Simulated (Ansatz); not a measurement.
# Te2Mo: how the settings move a single-point run

How sensitive is a single-point run of Te2Mo to its settings? A reference run comes first, then six runs with altered input. The cell is built on a prototype (fluorite) and needn't be the phase found in nature.

Method: reference: DFT, PBEsol, plane waves, PAW, in Ansatz 0.2.0.

6 further runs of the same task are left out: 1 for a known fault of the program, 5 that didn't finish.

**1. The structure to begin with**

The structure is cubic, space group Fm-3m (No. 225). The conventional cell has a = 6.630 Å, b = 6.630 Å, c = 6.630 Å, α = 90.00°, β = 90.00°, γ = 90.00°. Mo (site symmetry m-3m) is surrounded by 8 Te at 2.87 Å. Te (site symmetry -43m) has 4 Mo at 2.87 Å as nearest neighbours.

As a file:

```
Mo Te
1.0
     0.00000    3.31483    3.31483
     3.31483    0.00000    3.31483
     3.31483    3.31483    0.00000
Mo Te
1 2
Direct
  0.00000 0.00000 0.00000
  0.25000 0.25000 0.25000
  0.75000 0.75000 0.75000
```

**2. Baseline**

Contents of input.yaml:

```yaml
crystal:
  lattice:
    - [0.0, 3.3148317929, 3.3148317929]
    - [3.3148317929, 0.0, 3.3148317929]
    - [3.3148317929, 3.3148317929, 0.0]
  atoms:
    - { symbol: Mo, position: [0.0, 0.0, 0.0] }
    - { symbol: Te, position: [0.25, 0.25, 0.25] }
    - { symbol: Te, position: [0.75, 0.75, 0.75] }
kpoints:
  mp_grid: { grid: [4, 4, 4] }
hamiltonian:
  xc: pbesol
scf:
  occupations: { method: fermi_dirac, width: 0.02 }
  n_extra_bands: 4
output:
  forces: true
  stress: true
  eigenvalues: true
```

Launch:

```sh
> ansatz run input.yaml --threads 4 --pin off --max-ram 3686MiB --backend cpu --events-out ev --progress --plain --runs-dir out
```

**3. A run with other settings**

input.yaml, as its differences from that of step 2:

```diff
@@ -16,2 +16,3 @@
   n_extra_bands: 4
+  max_iter: 67
 output:
@@ -20 +21,4 @@
   eigenvalues: true
+magnetization:
+  spin_polarized: true
+  initial_magnetization: 6.0
```

**5. Changed: ecutrho_ratio 12**

input.yaml, as its differences from that of step 2:

```diff
@@ -16,2 +16,3 @@
   n_extra_bands: 4
+  max_iter: 69
 output:
@@ -20 +21,3 @@
   eigenvalues: true
+basis:
+  ecutrho_ratio: 12
```

**6. Changing settings: preconditioner none**

input.yaml, as its differences from that of step 2:

```diff
@@ -16,2 +16,3 @@
   n_extra_bands: 4
+  mixing: { preconditioner: none }
 output:
```

**7. Changing settings: n_extra_bands 1**

input.yaml, as its differences from that of step 2:

```diff
@@ -15,3 +15,3 @@
   occupations: { method: fermi_dirac, width: 0.02 }
-  n_extra_bands: 4
+  n_extra_bands: 1
 output:
```

**8. A further run, with the input changed**

input.yaml, as its differences from that of step 2:

```diff
@@ -16,2 +16,3 @@
   n_extra_bands: 4
+  max_iter: 68
 output:
@@ -20 +21,4 @@
   eigenvalues: true
+magnetization:
+  spin_polarized: true
+  initial_magnetization: 0.5
```

**10. Variant: occupations.width 0.2**

input.yaml, as its differences from that of step 2:

```diff
@@ -14,3 +14,3 @@
 scf:
-  occupations: { method: fermi_dirac, width: 0.02 }
+  occupations: { method: fermi_dirac, width: 0.2 }
   n_extra_bands: 4
```

(Steps that only read results are left out.)

**Question.** What will these runs give? Wanted: for each run, ending; energy change; pressure; gap; abs. moment; force.

As calculated:

```tsv
run	ending	energy change	pressure (GPa)	gap (eV)	abs. moment (μB)	force (eV/Å)	cycles	time
reference	converged	0	-2.3	0.00	0.00	0.00	7	0.55 s
1: spin_polarized true, initial_magnetization 6.0	converged	-23.8 meV/atom	0.8	-	1.75	0.00	12	1.2 s
2: ecutrho_ratio 12	converged	0.0 meV/atom	-2.3	0.00	0.00	0.00	7	0.76 s
3: preconditioner none	converged	0.0 meV/atom	-2.3	0.00	0.00	0.00	7	0.51 s
4: n_extra_bands 1	converged	0.0 meV/atom	-2.3	0.00	0.00	0.00	7	0.59 s
5: spin_polarized true, initial_magnetization 0.5	converged	-23.8 meV/atom	0.8	-	1.75	0.00	20	1.7 s
6: occupations.width 0.2	converged	-10.3 meV/atom (σ→0)	-1.5	0.00	0.00	0.00	6	0.52 s
```

Residual by cycle in the longest SCF loop of each run; runs are numbered as in the table. The quantity is the density residual dr2, in eV.

```tsv
cycle	reference	run 1	run 2	run 3	run 4	run 5	run 6
1	0.025	0.503	0.025	0.025	0.0252	1.05	0.0412
3	5.2e-4	0.379	5.8e-4	0.0158	4.8e-4	0.0479	2.6e-4
4	3.7e-5	0.0395	1.9e-5	0.00126	3.5e-5	0.00101	1.9e-5
6	1.1e-6	0.00167	1.2e-7	1.2e-7	9.4e-7	7.9e-5	2.7e-8
8	-	2.0e-4	-	-	-	0.0023	-
10	-	2.7e-7	-	-	-	0.00245	-
11	-	1.6e-8	-	-	-	0.002	-
13	-	-	-	-	-	0.0061	-
15	-	-	-	-	-	1.8e-5	-
17	-	-	-	-	-	4.1e-7	-
18	-	-	-	-	-	4.6e-8	-
20	-	-	-	-	-	1.6e-10	-
```

**Reading.** No change moves the result by more than the table shows.
